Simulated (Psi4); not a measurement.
# singlet [SiH3O4]+: levels of theory compared

Aim: a comparison of 3 runs (B3LYP/6-31G*, BHLYP/6-31G*, M06-2X/6-31G*) of singlet [SiH3O4]+. 

The results are computed with Psi4 1.11.

6 further runs of the same task are left out: 6 that didn't finish.

**1. The system as given**

[SiH3O4]+ has 8 atoms, charge +1, and is taken as a singlet. As SMILES of the parent species, `[O][Si](O)(O)O`. Geometry: relaxed at PBE0-D4/def2-TZVP. This is one conformer, not always the lowest. That shape belongs to the parent species and isn't relaxed for this state.

Bond lengths: O1–Si2 1.656 Å, Si2–O3 1.631 Å, Si2–O4 1.622 Å, Si2–O5 1.624 Å, O3–H6 0.959 Å, O4–H7 0.959 Å, O5–H8 0.958 Å. Angles: O1–Si2–O3 102.2°, O1–Si2–O4 107.0°, O1–Si2–O5 116.5°, O3–Si2–O4 116.6°, O3–Si2–O5 108.2°, O4–Si2–O5 106.6°, Si2–O3–H6 117.6°, Si2–O4–H7 116.9°, Si2–O5–H8 118.2°.

**2. The energy at B3LYP/6-31G(d) (spherical functions) (run 1)**

File h3o4si.xyz:

```xyz
8
H3O4Si
O     -1.417600     0.247800     1.193000
Si    -0.195800     0.058700     0.091000
O      1.117100    -0.067300     1.049800
O     -0.249900     1.339100    -0.902700
O     -0.266300    -1.263500    -0.849700
H      1.271400     0.633000     1.686700
H     -0.094000     1.173100    -1.833800
H     -0.165000    -2.120800    -0.434300
```

File run_ase.py:

```python
import numpy as np
from ase.calculators.psi4 import Psi4
from ase.io import read

atoms = read('h3o4si.xyz')
calc = Psi4(atoms=atoms, method='b3lyp', basis='6-31G*', memory='2200MB', num_threads=1, charge=1, multiplicity=1, label='h3o4si')
calc.psi4.set_options({'puream': True, 'e_convergence': 1e-09, 'd_convergence': 1e-08, 'scf_type': 'pk', 'dft_radial_points': 99, 'dft_spherical_points': 590})
atoms.calc = calc

print(f'energy: {atoms.get_potential_energy():.6f} eV')
```

The run is started by

```bash
python run_ase.py
```

h3o4si.dat:

```text
[...]
  Running in c1 symmetry.
[...]
  Nuclear repulsion =  257.364163159559894
[...]
  Multiplicity = 1
[...]
  Nalpha       = 24
  Nbeta        = 24
[...]
    Number of basis functions: 80
[...]
   @RKS iter   1:  -591.43126916340600    1.03776e-01   1.22694e-02 DIIS/ADIIS
[...]
   @RKS iter  21:  -591.81885032510161   -4.77485e-12   8.57113e-09 DIIS
[...]
    Orbital Energies [Eh]
    ---------------------
    Doubly Occupied:
       1A    -66.464355     2A    -19.505625     3A    -19.471204
       4A    -19.433003     5A    -19.411590     6A     -5.610608
       7A     -3.970270     8A     -3.969569     9A     -3.969455
      10A     -1.321555    11A     -1.285091    12A     -1.259841
      13A     -1.238346    14A     -0.855064    15A     -0.806877
      16A     -0.785833    17A     -0.702911    18A     -0.672649
      19A     -0.640012    20A     -0.632367    21A     -0.626334
      22A     -0.608556    23A     -0.605227    24A     -0.575430
[...]
  @RKS Final Energy:  -591.81885032510161
   => Energetics <=
    Nuclear Repulsion Energy =            257.3641631595598938
    One-Electron Energy =               -1317.0631038330673164
    Two-Electron Energy =                 513.2181363179422533
    DFT Exchange-Correlation Energy =     -45.3380459695364095
    Empirical Dispersion Energy =           0.0000000000000000
    VV10 Nonlocal Energy =                  0.0000000000000000
    Total Energy =                       -591.8188503251016073
[...]
 Multipole Moments:
 ------------------------------------------------------------------------------------
     Multipole            Electronic (a.u.)      Nuclear  (a.u.)        Total (a.u.)
 ------------------------------------------------------------------------------------
 L = 1.  Multiply by 2.5417464519 to convert [e a0] to [Debye]
 Dipole X            :         -0.7221227            1.4672624            0.7451396
 Dipole Y            :          0.3281900           -0.4553827           -0.1271926
 Dipole Z            :          0.8977801           -0.8352359            0.0625442
 Magnitude           :                                                    0.7585004
[...]
```

Standard output:

```text
energy: -16104.211193 eV
```

Wall time 35 s (1 thread of AMD EPYC 7R43 (Zen 3), shared host); peak memory 1.2 GiB.

**3. Energy and forces at BHLYP/6-31G(d) (spherical functions) (run 2)**

File job.in:

```
memory 2200 MB

molecule system {
  1 1
  O
  Si 1 1.656188
  O 2 1.630607 1 102.21364
  O 2 1.621663 3 116.62692 1 116.34852
  O 2 1.624223 4 106.64247 1 125.36442
  H 3 0.959099 2 117.61851 4 61.98891
  H 4 0.958545 2 116.9402 5 -14.67851
  H 5 0.958009 2 118.21315 4 174.49635
  symmetry c1
}

set {
  basis                6-31G*
  puream               true
  e_convergence        1e-09
  d_convergence        1e-08
  scf_type             pk
  dft_radial_points    99
  dft_spherical_points 590
}

e, wfn = gradient("bhhlyp", return_wfn=True)
```

The run is started by

```bash
psi4 -n 1 job.in job.out
```

job.out:

```text
[...]
  Running in c1 symmetry.
[...]
  Nuclear repulsion =  257.364151593250540
[...]
  Multiplicity = 1
[...]
  Nalpha       = 24
  Nbeta        = 24
[...]
    Number of basis functions: 80
[...]
   @RKS iter   1:  -591.38091596639026   -2.71372e-01   9.91945e-03 DIIS/ADIIS
[...]
   @RKS iter  25:  -591.62793976051421   -3.52429e-12   5.17837e-09 DIIS
[...]
  @RKS Final Energy:  -591.62793976051421
   => Energetics <=
    Nuclear Repulsion Energy =            257.3641515932505399
    One-Electron Energy =               -1316.8716199910936666
    Two-Electron Energy =                 496.8359273945899304
    DFT Exchange-Correlation Energy =     -28.9563987572608603
    Empirical Dispersion Energy =           0.0000000000000000
    VV10 Nonlocal Energy =                  0.0000000000000000
    Total Energy =                       -591.6279397605142094
[...]
 Multipole Moments:
 ------------------------------------------------------------------------------------
     Multipole            Electronic (a.u.)      Nuclear  (a.u.)        Total (a.u.)
 ------------------------------------------------------------------------------------
 L = 1.  Multiply by 2.5417464519 to convert [e a0] to [Debye]
 Dipole X            :         -0.2776501            0.2439036           -0.0337465
 Dipole Y            :         -0.2544041           -0.3764000           -0.6308041
 Dipole Z            :         -1.7322789            1.6901732           -0.0421057
 Magnitude           :                                                    0.6331078
[...]
  -Total Gradient:
     Atom            X                  Y                   Z
    ------   -----------------  -----------------  -----------------
       1        0.002467545754     0.011896241271     0.007918136852
       2       -0.015772473795    -0.028505045138    -0.063503293005
       3       -0.002080058923    -0.012932309307     0.031271101653
       4       -0.003599886379     0.016200049496     0.018577644657
       5        0.015953327404     0.009175606087     0.019245390690
       6        0.010157004054     0.014923978816    -0.003513407435
       7        0.001214003775    -0.009486819929    -0.005775780042
       8       -0.008324658052    -0.001261844870    -0.004205941490
[...]
```

Run time: 43 s. Hardware: 1 thread of AMD EPYC 7R43 (Zen 3), shared host; peak memory 1.2 GiB.

**4. The energy at M06-2X/6-31G(d) (spherical functions) (run 3)**

File calc.inp:

```
memory 2.2 GB

molecule molecule1 {
  1 1
  O     -1.417600     0.247800     1.193000
  Si    -0.195800     0.058700     0.091000
  O      1.117100    -0.067300     1.049800
  O     -0.249900     1.339100    -0.902700
  O     -0.266300    -1.263500    -0.849700
  H      1.271400     0.633000     1.686700
  H     -0.094000     1.173100    -1.833800
  H     -0.165000    -2.120800    -0.434300
  symmetry c1
  no_reorient
  no_com
}

set puream true
set e_convergence 1e-09
set d_convergence 1e-08
set scf_type pk
set dft_radial_points 99
set dft_spherical_points 590

E = energy("m06-2x/6-31G*")
```

The run is started by

```bash
psi4 -n 1 calc.inp calc.out
```

calc.out:

```text
[...]
  Running in c1 symmetry.
[...]
  Nuclear repulsion =  257.364163159559894
[...]
  Multiplicity = 1
[...]
  Nalpha       = 24
  Nbeta        = 24
[...]
    Number of basis functions: 80
[...]
   @RKS iter   1:  -591.41428476408169   -2.35275e-01   9.32201e-03 DIIS/ADIIS
[...]
   @RKS iter  25:  -591.63769560004312   -5.45697e-12   7.03047e-09 DIIS
[...]
    Orbital Energies [Eh]
    ---------------------
    Doubly Occupied:
       1A    -67.350998     2A    -20.051359     3A    -19.966726
       4A    -19.915643     5A    -19.881390     6A     -5.883128
       7A     -4.193442     8A     -4.192661     9A     -4.192110
      10A     -1.445367    11A     -1.402087    12A     -1.385371
      13A     -1.358780    14A     -0.934452    15A     -0.881571
      16A     -0.848778    17A     -0.808027    18A     -0.757975
      19A     -0.737335    20A     -0.709530    21A     -0.694378
      22A     -0.679033    23A     -0.668825    24A     -0.636256
[...]
  @RKS Final Energy:  -591.63769560004312
   => Energetics <=
    Nuclear Repulsion Energy =            257.3641631595598938
    One-Electron Energy =               -1316.7955613406088560
    Two-Electron Energy =                 494.5826944999980128
    DFT Exchange-Correlation Energy =     -26.7889919189920853
    Empirical Dispersion Energy =           0.0000000000000000
    VV10 Nonlocal Energy =                  0.0000000000000000
    Total Energy =                       -591.6376956000430027
[...]
 Multipole Moments:
 ------------------------------------------------------------------------------------
     Multipole            Electronic (a.u.)      Nuclear  (a.u.)        Total (a.u.)
 ------------------------------------------------------------------------------------
 L = 1.  Multiply by 2.5417464519 to convert [e a0] to [Debye]
 Dipole X            :         15.7754999          -15.6136731            0.1618268
 Dipole Y            :         -4.7333722            4.8299510            0.0965788
 Dipole Z            :         -8.1254108            8.7225978            0.5971871
 Magnitude           :                                                    0.6262170
[...]
```

Run time: 76 s. Hardware: 1 thread of AMD EPYC 7R43 (Zen 3), shared host; peak memory 1.4 GiB.

**5. Overview of the runs**

| run | level | task | energy (Eh) | HOMO energy (eV) | LUMO energy (eV) | HOMO–LUMO gap (eV) | wall time |
| --- | --- | --- | --- | --- | --- | --- | --- |
| 1 | B3LYP/6-31G* (spherical functions) | energy | -591.818850 | -15.66 | -14.44 | 1.22 | 35 s |
| 2 | BHLYP/6-31G* (spherical functions) | gradient | -591.627940 | -17.25 | -13.93 | 3.32 | 43 s |
| 3 | M06-2X/6-31G* (spherical functions) | energy | -591.637696 | -17.31 | -13.92 | 3.39 | 76 s |

**6. Outcome**

```
            quantity          value
 run 3: total energy  -591.63770 Eh
  run 3: HOMO energy      -17.31 eV
  run 3: LUMO energy      -13.92 eV
run 3: HOMO–LUMO gap        3.39 eV
```

In words: The HOMO–LUMO gap runs from 1.22 eV (B3LYP/6-31G*) to 3.39 eV (M06-2X/6-31G*). Totals of different functionals can't be ranked against each other. All runs together took 2.6 min, the longest 76 s.
